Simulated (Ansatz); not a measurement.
# CH₅BNO radical: small, medium and large basis sets

One table from this session's results is given with a row withheld; the runs are named, their logs left out.

Program: Ansatz 0.2.0, Gaussian basis. Level of theory: one geometry, several basis sets. These are calculated values, not measurements.

Levels to be run: PBE0-D4/def2-SVP; ωB97M-V/def2-SVP; PBE0-D4/def2-QZVPP; ωB97M-V/def2-QZVPP; CCSD(T)/cc-pV(D+d)Z; CCSD(T)/cc-pV(T+d)Z; CCSD(T)/cc-pV(Q+d)Z; the functionals' def2-TZVPP values are taken from earlier runs.

**Structure used throughout**

An earlier PBE0-D4 in a triple-zeta def2 set relaxation fixed the geometry.

SMILES `CO[B]N`, 9 atoms, charge 0, spin multiplicity 2.

Atoms are counted from 1 here; the program's logs count them from 0.

Bond lengths: C1–O2 1.411 Å, C1–H5 1.093 Å, C1–H6 1.093 Å, C1–H7 1.093 Å, O2–B3 1.348 Å, B3–N4 1.392 Å, N4–H8 1.010 Å, N4–H9 1.002 Å. Angles: O2–C1–H5 111.4°, O2–C1–H6 109.1°, O2–C1–H7 109.1°, H5–C1–H6 109.2°, H5–C1–H7 109.2°, H6–C1–H7 108.8°, C1–O2–B3 122.6°, O2–B3–N4 122.9°, B3–N4–H8 122.7°, B3–N4–H9 122.6°, H8–N4–H9 114.7°.

The first run:

Input file in.yaml:

```yaml
crystal:
  periodic: [false, false, false]
  atoms:
    - {symbol: C, position_ang: [0.742287, 1.468058, 0.071259]}
    - {symbol: O, position_ang: [-0.111086, 0.376874, 0.340328]}
    - {symbol: B, position_ang: [-0.063022, -0.773994, -0.360311]}
    - {symbol: N, position_ang: [-0.902585, -1.853734, -0.100656]}
    - {symbol: H, position_ang: [1.423375, 1.247300, -0.754631]}
    - {symbol: H, position_ang: [0.137077, 2.340649, -0.185474]}
    - {symbol: H, position_ang: [1.325049, 1.695571, 0.966906]}
    - {symbol: H, position_ang: [-1.599549, -1.839371, 0.629758]}
    - {symbol: H, position_ang: [-0.863148, -2.707553, -0.624280]}
basis:
  gaussian: {orbitals: def2-SVP}
magnetization: {spin_polarized: true, initial_magnetization: 1}
hamiltonian: {xc: pbe0, dispersion: d4}
output: {orbitals: {seedname: orbitals}}
```

Launch:

```bash
ansatz run in.yaml --threads 2 --pin off --events-out ev --progress --plain --max-ram 32768MiB --backend cpu
```

Among the steps run: PBE0-D4 in def2-SVP; ωB97M-V in def2-SVP; PBE0-D4 in def2-QZVPP; ωB97M-V in def2-QZVPP.

One table of the session follows, with a row left open; its other results are not shown here.

```
functional       basis  HOMO (eV)
   PBE0-D4    def2-SVP      -5.17
   PBE0-D4  def2-TZVPP          ?
   PBE0-D4  def2-QZVPP      -5.40
   ωB97M-V    def2-SVP      -6.99
   ωB97M-V  def2-TZVPP      -7.24
   ωB97M-V  def2-QZVPP      -7.27
```

Q: Estimate the row for PBE0-D4, def2-TZVPP from the others.

**Answer.** HOMO (eV): -5.37. In the column «HOMO (eV)» it lies between PBE0-D4, def2-QZVPP (-5.40) and PBE0-D4, def2-SVP (-5.17).
